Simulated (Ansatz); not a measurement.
# GeSe: the cost of one run

Method: DFT PBE, scalar-relativistic, plane waves, PAW, in Ansatz 0.2.0.

### 1 The structure to begin with

Symmetry: P2_1/m, No. 11, monoclinic system. Conventional cell: a = 4.395 Å, b = 3.836 Å, c = 36.044 Å, α = 90.00°, β = 90.00°, γ = 90.00°. Ge (site symmetry m) has 3 Se at 2.57 to 2.58 Å as nearest neighbours. Se (site symmetry m) has 3 Ge at 2.57 to 2.58 Å as nearest neighbours.

As a file:

```
Ge Se
1.0
     3.83550    0.00000    0.00000
     0.00000    4.39540    0.00000
     0.00000    0.00000   36.04420
Ge Se
8 8
Direct
  0.75000 0.61130 0.23582
  0.25000 0.11130 0.31336
  0.75000 0.88870 0.38610
  0.25000 0.38870 0.46363
  0.75000 0.61130 0.53637
  0.25000 0.11130 0.61390
  0.75000 0.88870 0.68664
  0.25000 0.38870 0.76418
  0.25000 0.99760 0.24348
  0.75000 0.49760 0.30570
  0.25000 0.50240 0.39376
  0.75000 0.00240 0.45597
  0.25000 0.99760 0.54403
  0.75000 0.49760 0.60624
  0.25000 0.50240 0.69430
  0.75000 0.00240 0.75652
```

Slab cut from the bulk at the bulk's listed lattice constants, lower half held.

### 2 Relaxing the atoms

Input file input.yaml:

```yaml
crystal:
  lattice:
    - [3.8355, 0.0, 0.0]
    - [0.0, 4.3954, 0.0]
    - [0.0, 0.0, 36.0441973647]
  atoms:
    - { symbol: Ge, position: [0.75, 0.6113, 0.2358215919] }
    - { symbol: Se, position: [0.25, 0.9976, 0.2434825477] }
    - { symbol: Se, position: [0.75, 0.4976, 0.3056959241] }
    - { symbol: Ge, position: [0.25, 0.1113, 0.3133568799] }
    - { symbol: Ge, position: [0.75, 0.8887, 0.3860954312] }
    - { symbol: Se, position: [0.25, 0.5024, 0.3937563973] }
    - { symbol: Se, position: [0.75, 0.0024, 0.4559697634] }
    - { symbol: Ge, position: [0.25, 0.3887, 0.4636307295] }
    - { symbol: Ge, position: [0.75, 0.6113, 0.5363692705] }
    - { symbol: Se, position: [0.25, 0.9976, 0.5440302366] }
    - { symbol: Se, position: [0.75, 0.4976, 0.6062436027] }
    - { symbol: Ge, position: [0.25, 0.1113, 0.6139045688] }
    - { symbol: Ge, position: [0.75, 0.8887, 0.6866431201] }
    - { symbol: Se, position: [0.25, 0.5024, 0.6943040759] }
    - { symbol: Se, position: [0.75, 0.0024, 0.7565174523] }
    - { symbol: Ge, position: [0.25, 0.3887, 0.7641784081] }
basis:
  ecutwfc: 420.0
  fft_grid_basis: typed
kpoints:
  mp_grid: { grid: [7, 6, 1] }
hamiltonian:
  xc: pbe
  pseudopotentials: { kind: paw }
scf:
  occupations: { method: gaussian, width: 0.05 }
output:
  forces: true
  eigenvalues: true
efield:
  axis: 3
  dipole_correction: true
  ramp_width: 0.04
relax:
  adjacent_minimum: "off"
  f_tol: 0.04
  max_steps: 40
  constraints: [{ sites: [0, 1, 2, 3, 4, 5, 6, 7] }]
```

Launch:

```console
$ ansatz run input.yaml --threads 4 --pin off --max-ram 8847MiB --backend cpu --events-out ev --progress --plain --runs-dir out
```

Q: Estimate wall time and peak memory on 4 threads of Intel Xeon Platinum 8375C at 2.90GHz (Ice Lake), shared host.

About 3 min, with a peak of 2.5 GiB.
